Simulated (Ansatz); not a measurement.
**GeNH4 radical: basis-set convergence**

How large a basis does GeNH4 radical need? Two functionals are run in growing sets.

Method: one geometry, several basis sets; program: Ansatz 0.2.0, Gaussian basis.

The runs, in order: PBE0-D4/def2-SVP; ωB97M-V/def2-SVP; PBE0-D4/def2-QZVPP; ωB97M-V/def2-QZVPP; the functionals' def2-TZVPP values are taken from earlier runs.

**1. Structure used throughout**

An earlier PBE0-D4 in a triple-zeta def2 set relaxation fixed the geometry.

SMILES `[NH][GeH3]`, 6 atoms, charge 0, spin multiplicity 2.

Atoms are counted from 1 here; the program's logs count them from 0.

Bond lengths: N1–Ge2 1.869 Å, N1–H3 1.026 Å, Ge2–H4 1.532 Å, Ge2–H5 1.541 Å, Ge2–H6 1.541 Å. Angles: Ge2–N1–H3 107.9°, N1–Ge2–H4 107.6°, N1–Ge2–H5 109.5°, N1–Ge2–H6 109.6°, H4–Ge2–H5 110.4°, H4–Ge2–H6 110.4°, H5–Ge2–H6 109.3°.

**2. PBE0-D4 in def2-SVP**

The input, in.yaml:

```yaml
crystal:
  periodic: [false, false, false]
  atoms:
    - {symbol: N, position_ang: [0.437034, -1.307536, 0.482915]}
    - {symbol: Ge, position_ang: [-0.255153, 0.259107, -0.266129]}
    - {symbol: H, position_ang: [1.181481, -1.042066, 1.137482]}
    - {symbol: H, position_ang: [-1.369156, -0.144458, -1.237907]}
    - {symbol: H, position_ang: [0.864185, 1.010214, -1.013407]}
    - {symbol: H, position_ang: [-0.816391, 1.160738, 0.850844]}
basis:
  gaussian: {orbitals: def2-SVP}
magnetization: {spin_polarized: true, initial_magnetization: 1}
hamiltonian: {xc: pbe0, dispersion: d4}
output: {orbitals: {seedname: orbitals}}
```

The run is started by

```sh
$ ansatz run in.yaml --threads 2 --pin off --events-out ev --progress --plain --max-ram 32768MiB --backend cpu
```

Further steps of the session: ωB97M-V in def2-SVP; PBE0-D4 in def2-QZVPP; ωB97M-V in def2-QZVPP.

Before running them: what should the planned runs give, taken together? Wanted: PBE0-D4: double and triple zeta above quadruple; ωB97M-V: double and triple zeta above quadruple.

**Answer**, as computed:

```
                                       quantity           value
PBE0-D4: double and triple zeta above quadruple  10.38, 1.33 eV
ωB97M-V: double and triple zeta above quadruple  10.43, 1.30 eV
```

For PBE0-D4 the step from double to triple zeta gains 9.06 eV and the next only 1.33 eV. Total energies overstate the basis error of differences, where much of it tends to cancel.
